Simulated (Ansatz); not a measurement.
The system is PtSe.

```xyz
2
Lattice="0.0000 2.7984 2.7984 2.7984 0.0000 2.7984 2.7984 2.7984 0.0000" Properties=species:S:1:pos:R:3 pbc="T T T"
Pt    2.7984    2.7984    2.7984
Se    0.0000    0.0000    0.0000
```

The cell comes from a database or a generator and needn't be the stable form of this composition.

* Program: Ansatz 0.2.0
* Task: relaxation of cell and atoms
* Functional: HSE06
* Potentials or basis: Ansatz PAW
* Cutoff: 420 eV (not typed: the program's choice for these potentials)
* k mesh: 4 × 4 × 4
* Occupations: fermi-dirac, width 0.05 eV
* Spin: no spin polarisation

At the start: volume 21.91 Å³/atom.

**Question.** Where does the relaxation end?

**Answer.** It ends after 6 steps and the volume is 17.93 Å³/atom (-18.2 %); space group Fm-3m (No. 225, to 0.05 Å).

Step by step:
| step | energy change (eV) | largest force (eV/Å) | volume (Å³) |
| --- | --- | --- | --- |
| 1 | 0.0000 | 0.0000 | 43.83 |
| 2 | -0.4701 | 0.0000 | 37.73 |
| 3 | -0.4928 | 0.0000 | 34.74 |
| 4 | -0.5092 | 0.0000 | 36.00 |
| 5 | -0.5094 | 0.0000 | 35.86 |
| 6 | -0.5072 | 0.0000 | 35.86 |

Final structure:
```
CELL_PARAMETERS angstrom
0.00000 2.61741 2.61741
2.61741 0.00000 2.61741
2.61741 2.61741 0.00000
ATOMIC_POSITIONS crystal
Pt 0.50000 0.50000 0.50000
Se 0.00000 0.00000 0.00000
```

Caveat: the k mesh is coarse (spacing up to 0.49 Å⁻¹), so the values aren't converged, least of all with exact exchange; the volume moved by over 15 % at a fixed basis, so the end points are rough; the plane-wave basis is chosen anew once the cell has moved, so the energies of steps on either side of that aren't comparable; the PAW data sets come from PBE, with cores solved anew for the run's functional, which leaves a small shift of forces and pressure.
